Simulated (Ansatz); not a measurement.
# NbWS4: the cost of one run

Method: DFT PBE, scalar-relativistic, plane waves, PAW, unless a step names another level, in Ansatz 0.2.0.

2 further runs of the same task are left out: 2 that didn't finish.

## (1) The starting structure

The structure is monoclinic, space group Pm (No. 6). The conventional cell has a = 5.689 Å, b = 3.277 Å, c = 7.068 Å, α = 90.00°, β = 105.89°, γ = 90.00°. Around Nb (site symmetry m) lie 6 S at 2.46 to 2.49 Å. W (site symmetry m) has 6 S at 2.42 to 2.43 Å as nearest neighbours. S (site symmetry m) is surrounded by 1 W at 2.42 Å and 2 Nb at 2.46 Å. S (site symmetry m) is surrounded by 2 W at 2.43 Å and 1 Nb at 2.49 Å.

Coordinates:

```
Nb W S
1.0
     5.68855    0.00000    0.04335
     0.00000    3.27650    0.00000
    -1.98739    0.00000    6.78313
Nb W S
1 1 4
Direct
  0.99541 0.00000 0.99995
  0.50424 0.50000 0.00000
  0.74956 0.50000 0.76914
  0.90665 0.50000 0.23091
  0.26221 0.00000 0.77403
  0.41594 0.00000 0.22597
```

It came out lowest among 20 distinct ends of the trial cells. At a tolerance of 0.05 Å it has space group Pm (No. 6).

## (2) Tight relaxation for the response runs, on the response runs' mesh and smearing

input.yaml reads:

```yaml
crystal:
  lattice:
    - [5.6885456825, 0.0, 0.0433521743]
    - [0.0, 3.2765013795, 0.0]
    - [-1.9873918039, 0.0, 6.7831309433]
  atoms:
    - { symbol: Nb, position: [0.9954050409, 0.0, 0.9999525534] }
    - { symbol: W, position: [0.5042398001, 0.5, 4.11e-08] }
    - { symbol: S, position: [0.7495551565, 0.5, 0.7691416718] }
    - { symbol: S, position: [0.906654734, 0.5, 0.2309100324] }
    - { symbol: S, position: [0.2622101955, 0.0, 0.7740285693] }
    - { symbol: S, position: [0.4159350731, 0.0, 0.225967132] }
basis:
  ecutwfc: 420
kpoints:
  mp_grid: { grid: [6, 10, 6] }
hamiltonian:
  xc: pbe
scf:
  occupations: { method: gaussian, width: 0.1 }
output:
  forces: true
  stress: true
  eigenvalues: true
relax:
  adjacent_minimum: "off"
  f_tol: 0.001
  max_steps: 60
  cell: { stress_tol: 0.01 }
```

The run is started by

```
$ ansatz run input.yaml --threads 3 --pin off --max-ram 7680MiB --backend cpu --events-out ev --progress --plain --runs-dir out
```

What time and memory should one allow on 3 threads of Intel Xeon at 2.50GHz (Skylake/Cascade Lake), shared host?

About 4.4 min, with a peak of 0.73 GiB.
